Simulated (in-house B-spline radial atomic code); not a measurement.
**Xe⁴⁺: ionisation energy by several methods**

How far do functionals differ on the ionisation energy of Xe⁴⁺? Each run solves Xe⁴⁺ and then the next ion ([Kr] 4d10 5s2 5p1).

The numbers are computed with in-house B-spline radial atomic code version 1 (scalar-relativistic (X2C), several functionals, spin-polarised; spherical all-electron atom at the radial basis limit), except any that are marked as measured or tabulated.

## (1) What is computed

| Item | Value |
| --- | --- |
| element | xenon (Z = 54) |
| charge | +4 |
| electrons | 50 |
| configuration | [Kr] 4d10 5s2 5p2 |
| nucleus | Fermi, rms radius 4.786 fm |

Outer shells as boxes (Hund's rule):

[Kr] 4d10 5s2 5p2
```
[Kr] core
4d [↑↓][↑↓][↑↓][↑↓][↑↓]
5s [↑↓]
5p [↑ ][↑ ][  ]
```

Where spins are not typed, each open shell is filled with up spins first.

## (2) AM05

The run's settings:

```ini
Z = 54
electrons = 50.0
configuration = [Kr] 4d10 5s2 5p2
hamiltonian = x2c
method = am05
spin_polarised = True
nucleus = fermi
rms_radius = 4.7859
mass_number = 132
atomic_mass = 131.90415508346
speed_of_light = 137.035999084
```

## (3) SCAN

Settings: those of step 2 with these lines changed.

```diff
@@ -4,3 +4,3 @@
 hamiltonian = x2c
-method = am05
+method = scan,scan
 spin_polarised = True
```

## (4) TPSS

Settings: those of step 3 with these lines changed.

```diff
@@ -4,3 +4,3 @@
 hamiltonian = x2c
-method = scan,scan
+method = tpss,tpss
 spin_polarised = True
```

## (5) M06-L

Settings: those of step 4 with these lines changed.

```diff
@@ -4,3 +4,3 @@
 hamiltonian = x2c
-method = tpss,tpss
+method = m06l
 spin_polarised = True
```

## (6) PW91

Settings: those of step 5 with these lines changed.

```diff
@@ -4,3 +4,3 @@
 hamiltonian = x2c
-method = m06l
+method = pw91,pw91
 spin_polarised = True
```

## (7) r2SCAN

Settings: those of step 6 with these lines changed.

```diff
@@ -4,3 +4,3 @@
 hamiltonian = x2c
-method = pw91,pw91
+method = r2scan
 spin_polarised = True
```

Q: The tabulated ionisation energy is 54.1 ± 0.5 eV (semi-empirical; NIST Atomic Spectra Database). What does each method give, and which comes nearest?

**Answer**, as computed:

| method | rung | total energy (hartree) | ΔSCF (eV) | −ε highest (eV) | ΔSCF less tabulated (eV) |
| --- | --- | --- | --- | --- | --- |
| AM05 | GGA | -7436.2381 | 54.282 | 48.786 (5p up) | +0.182 |
| PW91 | GGA | -7443.1961 | 54.330 | 48.836 (5p up) | +0.230 |
| SCAN | meta-GGA | -7443.0856 | 54.513 | 49.154 (5p up) | +0.413 |
| TPSS | meta-GGA | -7442.2881 | 54.226 | 48.809 (5p up) | +0.126 |
| M06-L | meta-GGA | -7442.4906 | 53.810 | 48.317 (5p up) | -0.290 |
| r2SCAN | meta-GGA | -7442.6020 | 54.495 | 49.153 (5p up) | +0.395 |

**Reading.** The tabulated ionisation energy is 54.1 ± 0.5 eV (semi-empirical; NIST Atomic Spectra Database). TPSS comes nearest (+0.126 eV) and SCAN is farthest (+0.413 eV, 0.76 %). The table's own uncertainty is as large as these misses, so the order means little. Relativistic terms that these runs lack can be as large as the gaps between close methods, so the nearest may be so by luck. Spin-orbit coupling is left out. Open shells are averaged (over orientations, and over spins where the run is restricted), while tables refer to the lowest levels. For the semilocal functionals minus the highest level recovers only 90 % of their own ΔSCF value, a mark of self-interaction.
